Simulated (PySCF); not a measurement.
# F3H2OPb (Pb(F)3(H2O)+): the cost of one run

The runs use PySCF 2.14.0; PBE0, Pb def2-SVP with ECP60, F def2-SVP, O def2-SVP, H def2-SVP; scalar-relativistic core potentials, no spin–orbit coupling.

1 further run of the same task is left out (for a known fault of the program).

### Step 1. Starting geometry

7 atoms, charge 1, spin multiplicity 1.

Bond lengths: Pb1–F2 1.983 Å, Pb1–F3 1.980 Å, Pb1–F4 1.983 Å, Pb1–O5 2.263 Å, O5–H6 0.973 Å, O5–H7 0.973 Å. Angles: F2–Pb1–F3 118.0°, F2–Pb1–F4 120.7°, F2–Pb1–O5 93.9°, F3–Pb1–F4 118.0°, F3–Pb1–O5 100.3°, F4–Pb1–O5 93.9°, Pb1–O5–H6 124.1°, Pb1–O5–H7 124.1°, H6–O5–H7 109.3°.

Geometry (Å):

| atom | x (Å) | y (Å) | z (Å) |
| --- | --- | --- | --- |
| Pb1 | 0.0976 | -0.1399 | 0.1399 |
| F2 | 0.9670 | 1.4001 | 1.0366 |
| F3 | -1.2830 | -1.1435 | 1.1435 |
| F4 | 0.9670 | -1.0366 | -1.4001 |
| O5 | -1.2155 | 1.1636 | -1.1636 |
| H6 | -1.4221 | 2.0948 | -0.9724 |
| H7 | -1.4221 | 0.9724 | -2.0948 |

Formal oxidation states: Pb +4. An earlier session relaxed this geometry at PBE0, Pb def2-SVP with ECP60, F def2-SVP, O def2-SVP, H def2-SVP (singlet, point group Cs).

Its energy there is -567.829807 Eh.

### Step 2. One electron removed, multiplicity 2

File run.py (the lines that set the calculation):

```python
mol = gto.M(atom='''
Pb     0.09763    -0.13995     0.13995
F      0.96700     1.40008     1.03659
F     -1.28297    -1.14345     1.14345
F      0.96700    -1.03659    -1.40008
O     -1.21551     1.16363    -1.16363
H     -1.42207     2.09484    -0.97235
H     -1.42207     0.97235    -2.09484''',
    basis={'Pb': 'def2-SVP', 'F': 'def2-SVP', 'O': 'def2-SVP', 'H': 'def2-SVP'},
    ecp={'Pb': 'def2-SVP'},
    charge=2, spin=1)
mf = dft.UKS(mol, xc='PBE0')
mf.grids.atom_grid = (50, 194)
mf = mf.density_fit()  # fitting sets: Pb def2-universal-JKFIT, F def2-universal-JKFIT, O def2-universal-JKFIT, H def2-universal-JKFIT
mf.conv_tol = 1e-08; mf.max_cycle = 55
mf.kernel(dm0)  # dm0: the density of the relaxed state
```

Run with:

```console
OMP_NUM_THREADS=2 python run.py
```

**Question.** How long does this run take on 2 threads of Arm Neoverse V2, shared host?

About 4.7 s.
